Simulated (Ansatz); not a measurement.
Runs of Ansatz 0.2.0 on GaSb3. It takes space group Fm-3m (No. 225, cubic). The conventional cell has a = 7.461 Å, b = 7.461 Å, c = 7.461 Å, α = 90.00°, β = 90.00°, γ = 90.00°. Around Sb (site symmetry m-3m) lie 8 Sb at 3.23 Å. Sb (site symmetry -43m) is surrounded by 4 Sb at 3.23 Å and 4 Ga at 3.23 Å. Ga (site symmetry m-3m) is surrounded by 8 Sb at 3.23 Å. The cell comes from a database or a generator and needn't be the stable form of this composition.

```tsv
task	level	cell	points for each segment of the path	gap on the mesh (eV)	pressure (GPa)	relaxed volume (Å³/atom)
relaxation of cell and atoms	PBE0	relaxed	-	none	0.0	(a)
single point	PBE0	as given	-	none	-4.7	-
band structure	HSE06	as given	4	none	-4.6	-
relaxation of cell and atoms	HSE06	relaxed	-	none	0.0	23.92
```

Alike in all rows: potentials or basis Ansatz PAW; no spin polarisation; k mesh 4 × 4 × 4; cutoff (eV) 420; smearing fermi-dirac 0.05 eV; the mesh is coarse, so values aren't converged.

Question: Fill in the values left out.

Answer: (a) 23.86.

Caveats: all runs use coarse meshes; the PAW data sets come from PBE, with cores solved anew for the run's functional, which leaves a small shift of forces and pressure; the plane-wave basis is chosen anew once the cell has moved, so the energies of steps on either side of that aren't comparable (some runs); the thresholds are loose for stress (some runs); spin-orbit coupling is left out, which moves the levels of the heavy elements (some runs).

A k mesh can miss the band edges, and the runs leave out spin-orbit coupling on Ga, Sb.

A gap of «none» marks a metal or a gap under the smearing width.
